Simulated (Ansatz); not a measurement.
# CsSnI3: the cost of one run

Code: Ansatz 0.2.0. PAW datasets, plane waves. All values are calculated for a non-magnetic cell, which may be hypothetical.

### 1 The cell

The unstrained cell was relaxed with r2SCAN; in each strained cell the atoms were relaxed again with r2SCAN. Names of k-points are those of the unstrained zone, where strain can split equivalent points. First state: no strain.

It is cubic, Pm-3m (No. 221); a = 6.241 Å in the conventional setting, 48.63 Å³ an atom. Near Cs stand 12 I at 4.41 Å; near Sn stand 6 I at 3.12 Å; near I stand 2 Sn at 3.12 Å and 4 Cs at 4.41 Å.

Coordinates:

```
Cs Sn I
1.0
     6.24149    0.00000    0.00000
     0.00000    6.24149    0.00000
     0.00000    0.00000    6.24149
Cs Sn I
1 1 3
Direct
  0.00000 0.00000 0.00000
  0.50000 0.50000 0.50000
  0.50000 0.50000 0.00000
  0.50000 0.00000 0.50000
  0.00000 0.50000 0.50000
```

### 2 No strain: PBE

The input, input.yaml:

```yaml
crystal:
  lattice:
    - [6.2414907048, 0.0, 0.0]
    - [0.0, 6.2414907048, 0.0]
    - [0.0, 0.0, 6.2414907048]
  atoms:
    - { symbol: Cs, position: [0.0, 0.0, 0.0] }
    - { symbol: Sn, position: [0.5, 0.5, 0.5] }
    - { symbol: I, position: [0.5, 0.5, 0.0] }
    - { symbol: I, position: [0.5, 0.0, 0.5] }
    - { symbol: I, position: [0.0, 0.5, 0.5] }
kpoints:
  mp_grid: { grid: [4, 4, 4] }
  band_path:
    path: [[0.0, 0.0, 0.0], [0.0, 0.5, 0.0], [0.5, 0.5, 0.0], [0.5, 0.5, 0.5]]
    npoints: 1
hamiltonian:
  xc: pbe
scf:
  occupations: { method: fermi_dirac, width: 0.02 }
  n_extra_bands: 5
output:
  forces: true
  stress: true
  eigenvalues: true
```

Run with:

```sh
$ ansatz run input.yaml --threads 2 --pin off --max-ram 18432MiB --backend cpu --events-out ev --progress --plain --runs-dir out
```

Q: Estimate wall time and peak memory on 2 threads of AMD EPYC 7R13 (Zen 3), shared host.

About 3 s, with a peak of 0.69 GiB.
